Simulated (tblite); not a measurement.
# C3H5Br2Ga: the cost of one run

The runs use tblite 0.8.0 and PySCF 2.14.0, with density-fitted response routines of our own; the level of theory stands in each step. All values are computed, except where a source is named. Atoms are numbered from 0 throughout.

## Step 1: Starting geometry

11 atoms, charge 0, multiplicity 1; geometry from: force field or distance geometry start.

Bonds of the start (Å): C0–C1 1.33, C1–C2 1.49, C2–Ga3 2.05, Ga3–Br4 2.44, Ga3–Br5 2.41, C0–H6 1.08, C0–H7 1.09, C1–H8 1.09, C2–H9 1.11, C2–H10 1.10.

## Step 2: Optimising the geometry with GFN2-xTB

Job settings and geometry (Å):

```
{"job": {"kind": "relax", "xc": "GFN2-xTB", "basis": "xTB"}, "charge": 0, "multiplicity": 1}
C     -1.573500    -0.541900    -0.719600
C     -0.726800     0.312800    -0.155200
C      0.116800    -0.058100     1.015000
Ga     2.117500     0.114800     0.593400
Br     2.360700    -1.387100    -1.310200
Br     2.125000     2.402600    -0.173300
H     -1.695700    -1.543200    -0.340300
H     -2.185200    -0.254900    -1.571000
H     -0.631700     1.319900    -0.564400
H      0.151900     0.716100     1.804800
H     -0.053700    -1.078100     1.394800
```

Command:

```
OMP_NUM_THREADS=1 python probes_run.py task.json out
```

The driver reads the jobs from task.json and runs them one after another.

**Question.** How long does this first job take on 1 thread of Arm Neoverse N1, shared host, and how much memory does it need?

About 1.3 s, with a peak of 0.18 GiB.
